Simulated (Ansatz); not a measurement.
**Au (fcc type): a single-point run**

Wanted: a converged single-point run for Au (fcc type), and a check of what comes out. The structure is shown as the input types it.

Computed with Ansatz 0.2.0 (DFT, PBE, all-electron LAPW, scalar-relativistic, unless a step's input says otherwise).

## (1) The system as given

Symmetry: Fm-3m, No. 225, cubic system. Conventional cell: a = 4.158 Å, b = 4.158 Å, c = 4.158 Å, α = 90.00°, β = 90.00°, γ = 90.00°. Au (site symmetry m-3m) has 12 Au at 2.94 Å as nearest neighbours.

Coordinates:

```
Au
1.0
     0.00000    2.07896   -2.07896
    -2.07896    0.00000    2.07896
     4.15793    4.15793    4.15793
Au
3
Direct
  0.00000 0.00000 0.00000
  0.33333 0.66667 0.33333
  0.66667 0.33333 0.66667
```

## (2) The run

The input, input.yaml:

```yaml
crystal:
  lattice:
    - [0.0, 2.0789639816, -2.0789639816]
    - [-2.0789639816, 0.0, 2.0789639816]
    - [4.1579279633, 4.1579279633, 4.1579279633]
  atoms:
    - { symbol: Au, position: [0.0, 0.0, 0.0] }
    - { symbol: Au, position: [0.333333333, 0.666666667, 0.333333333] }
    - { symbol: Au, position: [0.666666667, 0.333333333, 0.666666667] }
kpoints:
  mp_grid: { grid: [13, 13, 5] }
scf:
  occupations: { method: fermi_dirac, width: 0.05 }
  max_iter: 50
hamiltonian:
  xc: pbe
  pseudopotentials: { kind: all_electron, lapw: { basis_error: 0.001 } }
output:
  forces: true
  stress: true
  eigenvalues: true
magnetization:
  spin_polarized: true
  initial_magnetization: 15
```

The run is started by

```console
$ ansatz run input.yaml --threads 2 --pin off --max-ram 4096MiB --backend cpu --events-out ev --progress --plain --runs-dir out
```

What happens when this is run?

The program finished normally, with warnings (seeded moment not kept). Its log warns: «the starting moments were not kept: the SCF closed with an absolute magnetisation of 3.2e-6 μB, where they sum to 15 μB in size (3 sites) ...»

Look at the input: magnetization.spin_polarized is true; magnetization.initial_magnetization is 15. What could go wrong: unrealistic starting moment. The run ends with a total moment of 0.00 μB. It still converged here, which does not make the setting sound.

Run again and compare: delete magnetization.spin_polarized and magnetization.initial_magnetization (the default then holds).
